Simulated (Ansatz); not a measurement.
# Cd3Te5: the cost of one run

Computed with Ansatz 0.2.0 (DFT PBE, scalar-relativistic, plane waves, PAW, unless a step names another level, unless a step's input says otherwise).

## Step 1: The starting structure

It takes space group Pm-3m (No. 221, cubic). The conventional cell has a = 6.202 Å, b = 6.202 Å, c = 6.202 Å, α = 90.00°, β = 90.00°, γ = 90.00°. Around Cd (site symmetry 4/mmm) lie 6 Te at 3.10 Å. Te (site symmetry 4/mmm) has 4 Cd at 3.10 Å and 2 Te at 3.10 Å as nearest neighbours. Around Te (site symmetry m-3m) lie 6 Cd at 3.10 Å. Te (site symmetry m-3m) has 6 Te at 3.10 Å as nearest neighbours.

As a file:

```xyz
8
Lattice="6.2022 0.0000 0.0000 0.0000 6.2022 0.0000 0.0000 0.0000 6.2022" Properties=species:S:1:pos:R:3 pbc="T T T"
Cd    3.1011    0.0000    0.0000
Cd    0.0000    3.1011    0.0000
Cd    0.0000    0.0000    3.1011
Te    0.0000    3.1011    3.1011
Te    3.1011    0.0000    3.1011
Te    3.1011    3.1011    0.0000
Te    0.0000    0.0000    0.0000
Te    3.1011    3.1011    3.1011
```

It came out lowest among 17 distinct ends of the trial cells. At a tolerance of 0.05 Å it has space group Pm-3m (No. 221).

## Step 2: A stricter relaxation, on the response runs' mesh and smearing

input.yaml reads:

```yaml
crystal:
  lattice:
    - [6.2022098203, 0.0, 0.0]
    - [0.0, 6.2022098203, 0.0]
    - [0.0, 0.0, 6.2022098203]
  atoms:
    - { symbol: Cd, position: [0.5, 0.0, 0.0] }
    - { symbol: Cd, position: [0.0, 0.5, 0.0] }
    - { symbol: Cd, position: [0.0, 0.0, 0.5] }
    - { symbol: Te, position: [0.0, 0.5, 0.5] }
    - { symbol: Te, position: [0.5, 0.0, 0.5] }
    - { symbol: Te, position: [0.5, 0.5, 0.0] }
    - { symbol: Te, position: [0.0, 0.0, 0.0] }
    - { symbol: Te, position: [0.5, 0.5, 0.5] }
basis:
  ecutwfc: 420
kpoints:
  mp_grid: { grid: [6, 6, 6] }
hamiltonian:
  xc: pbe
scf:
  occupations: { method: gaussian, width: 0.1 }
output:
  forces: true
  stress: true
  eigenvalues: true
relax:
  adjacent_minimum: "off"
  f_tol: 0.001
  max_steps: 60
  cell: { stress_tol: 0.01 }
```

Command:

```bash
> ansatz run input.yaml --threads 3 --pin off --max-ram 7680MiB --backend cpu --events-out ev --progress --plain --runs-dir out
```

**Question.** How long does this run take on 3 threads of Arm Neoverse V2, shared host, and how much memory does it need?

About 45 s, with a peak of 0.81 GiB.
